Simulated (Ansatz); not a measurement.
# BrClH₂Si: small, medium and large basis sets

An exercise on one series of results from a longer session: the logs are not shown, and one member is left open.

The runs use Ansatz 0.2.0, Gaussian basis; one geometry, several basis sets.

The runs, in order: PBE0-D4/def2-SVP; ωB97M-V/def2-SVP; PBE0-D4/def2-QZVPP; ωB97M-V/def2-QZVPP; the functionals' def2-TZVPP values are taken from earlier runs.

### The geometry

The geometry comes from an earlier relaxation with PBE0-D4 in a triple-zeta def2 set; it is a stationary point.

SMILES `Cl[SiH2]Br`, 5 atoms, charge 0, spin multiplicity 1.

Atoms are counted from 1 here; the program's logs count them from 0.

Bond lengths: Cl1–Si2 2.041 Å, Si2–Br3 2.206 Å, Si2–H4 1.476 Å, Si2–H5 1.476 Å. Angles: Cl1–Si2–Br3 110.4°, Cl1–Si2–H4 108.5°, Cl1–Si2–H5 108.5°, Br3–Si2–H4 108.4°, Br3–Si2–H5 108.4°, H4–Si2–H5 112.6°.

The first run:

Input file in.yaml:

```yaml
crystal:
  periodic: [false, false, false]
  atoms:
    - {symbol: Cl, position_ang: [-0.904184, -0.544833, 1.665724]}
    - {symbol: Si, position_ang: [0.152731, -0.085734, -0.018800]}
    - {symbol: Br, position_ang: [-0.989559, 1.311701, -1.287426]}
    - {symbol: H, position_ang: [0.379831, -1.327716, -0.782910]}
    - {symbol: H, position_ang: [1.411082, 0.572882, 0.382111]}
basis:
  gaussian: {orbitals: def2-SVP}
hamiltonian: {xc: pbe0, dispersion: d4}
output: {orbitals: {seedname: orbitals}}
```

Among the steps run: PBE0-D4 in def2-SVP; ωB97M-V in def2-SVP; PBE0-D4 in def2-QZVPP; ωB97M-V in def2-QZVPP.

One of the session's tables, all rows but one given; the rest of the session is left out.

It belongs to the step «Functionals by basis». 

| functional | basis | HOMO (eV) | LUMO (eV) |
| --- | --- | --- | --- |
| PBE0-D4 | def2-SVP | -8.60 | 0.00 |
| PBE0-D4 | def2-TZVPP | -8.70 | -0.33 |
| PBE0-D4 | def2-QZVPP | -8.72 | -0.46 |
| ωB97M-V | def2-SVP | -10.77 | 2.06 |
| ωB97M-V | def2-TZVPP | ? | ? |
| ωB97M-V | def2-QZVPP | -10.93 | 1.25 |

Q: Estimate the row for ωB97M-V, def2-TZVPP from the others.

As computed: HOMO (eV): -10.91; LUMO (eV): 1.57. In the column «HOMO (eV)» it lies between ωB97M-V, def2-QZVPP (-10.93) and ωB97M-V, def2-SVP (-10.77).
